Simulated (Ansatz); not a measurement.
# C₂H₅FZn: small, medium and large basis sets

An exercise on one series of results from a longer session: the logs are not shown, and one member is left open.

Method: one geometry, several basis sets; program: Ansatz 0.2.0, Gaussian basis.

Levels to be run: PBE0-D4/def2-SVP; ωB97M-V/def2-SVP; PBE0-D4/def2-QZVPP; ωB97M-V/def2-QZVPP; the functionals' def2-TZVPP values are taken from earlier runs.

### The geometry

The geometry comes from an earlier relaxation with PBE0-D4 in a triple-zeta def2 set; it is a stationary point, not always the lowest conformer.

SMILES `C[CH2][Zn][F]`, 9 atoms, charge 0, spin multiplicity 1.

Atoms are counted from 1 here; the program's logs count them from 0.

Bond lengths: C1–C2 1.526 Å, C1–H5 1.093 Å, C1–H6 1.095 Å, C1–H7 1.093 Å, C2–Zn3 1.928 Å, C2–H8 1.094 Å, C2–H9 1.094 Å, Zn3–F4 1.757 Å. Angles: C2–C1–H5 112.1°, C2–C1–H6 111.1°, C2–C1–H7 112.1°, H5–C1–H6 107.1°, H5–C1–H7 107.2°, H6–C1–H7 107.1°, C1–C2–Zn3 115.3°, C1–C2–H8 110.5°, C1–C2–H9 110.5°, Zn3–C2–H8 107.0°, Zn3–C2–H9 107.0°, H8–C2–H9 106.0°, C2–Zn3–F4 179.9°.

The first run:

in.yaml reads:

```yaml
crystal:
  periodic: [false, false, false]
  atoms:
    - {symbol: C, position_ang: [-0.348242, 1.090720, -0.034207]}
    - {symbol: C, position_ang: [-0.045893, -0.275777, 0.575226]}
    - {symbol: Zn, position_ang: [0.696214, -1.573523, -0.642116]}
    - {symbol: F, position_ang: [1.372678, -2.758467, -1.749047]}
    - {symbol: H, position_ang: [-1.073486, 1.025577, -0.848695]}
    - {symbol: H, position_ang: [-0.765455, 1.771866, 0.714478]}
    - {symbol: H, position_ang: [0.547963, 1.567461, -0.438122]}
    - {symbol: H, position_ang: [0.658525, -0.177658, 1.406930]}
    - {symbol: H, position_ang: [-0.953703, -0.716501, 0.998552]}
basis:
  gaussian: {orbitals: def2-SVP}
hamiltonian: {xc: pbe0, dispersion: d4}
output: {orbitals: {seedname: orbitals}}
```

On the command line:

```
$ ansatz run in.yaml --threads 4 --pin off --events-out ev --progress --plain --max-ram 10444MiB
```

Among the steps run: PBE0-D4 in def2-SVP; ωB97M-V in def2-SVP; PBE0-D4 in def2-QZVPP; ωB97M-V in def2-QZVPP.

One of the session's tables, all rows but one given; the rest of the session is left out.

It belongs to the step «Functionals by basis». 

```
functional       basis  HOMO (eV)
   PBE0-D4    def2-SVP          ?
   PBE0-D4  def2-TZVPP      -8.06
   PBE0-D4  def2-QZVPP      -8.04
   ωB97M-V    def2-SVP     -10.07
   ωB97M-V  def2-TZVPP     -10.28
   ωB97M-V  def2-QZVPP     -10.26
```

Estimate the missing values for PBE0-D4, def2-SVP.

**Answer.** HOMO (eV): -7.88. In the column «HOMO (eV)» it is the highest.
